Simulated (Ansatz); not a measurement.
# CH9AlN2O: the cost of one run

All numbers below are computed with Ansatz 0.2.0 (UKS PBE0-D4/6-31G*).

**1. The starting structure**

Bond lengths: Al1–C2 2.291 Å, Al1–N3 1.778 Å, Al1–N4 1.775 Å, Al1–H5 1.822 Å, Al1–O6 2.177 Å, C2–H7 1.088 Å, C2–H8 1.096 Å, C2–H9 1.089 Å, N3–H10 1.009 Å, N3–H11 1.011 Å, N4–H12 1.010 Å, N4–H13 1.012 Å, O6–H14 0.952 Å. Angles (14 of 23 angles, heavy atoms first): C2–Al1–N3 108.4°, C2–Al1–N4 110.3°, C2–Al1–O6 73.7°, N3–Al1–N4 127.9°, N3–Al1–O6 112.9°, N4–Al1–O6 110.5°, Al1–C2–H7 125.4°, Al1–C2–H8 84.0°, Al1–C2–H9 120.5°, C2–Al1–H5 37.6°, N3–Al1–H5 115.0°, N4–Al1–H5 117.0°, H5–Al1–O6 36.1°, Al1–N3–H10 124.4°.

As a file:

```xyz
14

Al   -0.3013    0.1743   -0.5121
C     1.1423   -0.6277    1.0760
N    -1.5105   -1.0824   -0.8585
N     0.5662    1.2014   -1.6705
H     0.1515    0.3453    1.2443
O    -0.7276    1.2791    1.3152
H     1.9704   -0.0733    1.5136
H     1.5742   -1.1845    0.2371
H     0.8139   -1.3776    1.7939
H    -1.6605   -1.4945   -1.7671
H    -2.1571   -1.5029   -0.2053
H     0.6524    1.0822   -2.6702
H     0.9432    2.1038   -1.4112
H    -1.4573    1.1567    1.9147
```

**2. Run 1**

150 steps of 0.5 fs at constant energy, with velocities drawn for 1000 K.

File input.yaml:

```yaml
crystal:
  periodic: [false, false, false]
  atoms:
    - { symbol: Al, position_ang: [-0.3013, 0.1743, -0.5121] }
    - { symbol: C, position_ang: [1.1423, -0.6277, 1.076] }
    - { symbol: "N", position_ang: [-1.5105, -1.0824, -0.8585] }
    - { symbol: "N", position_ang: [0.5662, 1.2014, -1.6705] }
    - { symbol: H, position_ang: [0.1515, 0.3453, 1.2443] }
    - { symbol: O, position_ang: [-0.7276, 1.2791, 1.3152] }
    - { symbol: H, position_ang: [1.9704, -0.0733, 1.5136] }
    - { symbol: H, position_ang: [1.5742, -1.1845, 0.2371] }
    - { symbol: H, position_ang: [0.8139, -1.3776, 1.7939] }
    - { symbol: H, position_ang: [-1.6605, -1.4945, -1.7671] }
    - { symbol: H, position_ang: [-2.1571, -1.5029, -0.2053] }
    - { symbol: H, position_ang: [0.6524, 1.0822, -2.6702] }
    - { symbol: H, position_ang: [0.9432, 2.1038, -1.4112] }
    - { symbol: H, position_ang: [-1.4573, 1.1567, 1.9147] }
magnetization:
  spin_polarized: true
basis:
  gaussian: { orbitals: "6-31G*" }
hamiltonian:
  xc: pbe0
  dispersion: d4
md:
  timestep: 0.5
  n_steps: 150
  ensemble: nve
  temperature: 1000.0
  initial_velocities: maxwell_boltzmann
  seed: 300867
```

Launch:

```console
> ansatz run input.yaml --threads 2 --pin off --max-ram 3072MiB --backend cpu --events-out ev --progress --plain --runs-dir out
```

What time and memory should one allow on 2 threads of Arm Neoverse N1, shared host?

About 19 min, with a peak of 0.29 GiB.
